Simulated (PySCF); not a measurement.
# C8H8O4: the cost of one run

Programs: PySCF 2.14.0, with density-fitted response routines of our own. Each step states its level of theory. These are calculated values for one molecule in the gas phase, unless marked as measured. Atoms count from 0, in the outputs and in this text.

## 1. Starting geometry

20 atoms, charge 0, multiplicity 1; geometry from: GFN2-xTB.

Bonds of the start (Å): C0–C1 1.51, C1–O2 1.20, C1–O3 1.34, O3–C4 1.39, C4–C5 1.39, C5–C6 1.39, C6–O7 1.36, C6–C8 1.39, C8–C9 1.39, C9–O10 1.36, C9–C11 1.39, C11–C4 1.39, C0–H12 1.09, C0–H13 1.09, C0–H14 1.09, C5–H15 1.08, O7–H16 0.97, C8–H17 1.08, O10–H18 0.97, C11–H19 1.08.

## 2. Geometry optimisation at PBE0-D3(BJ)/def2-SVP

The job: settings as JSON, then the geometry in Å.

```
{"job": {"xc": "PBE0", "basis": "def2-SVP", "d3": "d3bj", "grid": 1, "kind": "geom"}, "charge": 0, "multiplicity": 1}
C      4.013310     0.161120    -0.065680
C      2.611230     0.138970     0.485200
O      2.330530     0.149240     1.652410
O      1.728090     0.108480    -0.526750
C      0.357490     0.026910    -0.328790
C     -0.214110    -0.660820     0.730240
C     -1.599660    -0.725190     0.823410
O     -2.212970    -1.374620     1.842940
C     -2.398720    -0.126610    -0.142280
C     -1.812120     0.549030    -1.202870
O     -2.555660     1.145990    -2.166790
C     -0.427680     0.631150    -1.298140
H      4.241170    -0.814980    -0.489630
H      4.089560     0.901750    -0.856660
H      4.714130     0.382610     0.733270
H      0.403560    -1.129390     1.479840
H     -1.550960    -1.714660     2.457700
H     -3.472080    -0.197430    -0.048520
H     -3.494130     1.018710    -1.980350
H      0.026690     1.156630    -2.120110
```

**Question.** How long does this first job take on 8 threads of Arm Neoverse V1, shared host?

About 3.5 min.
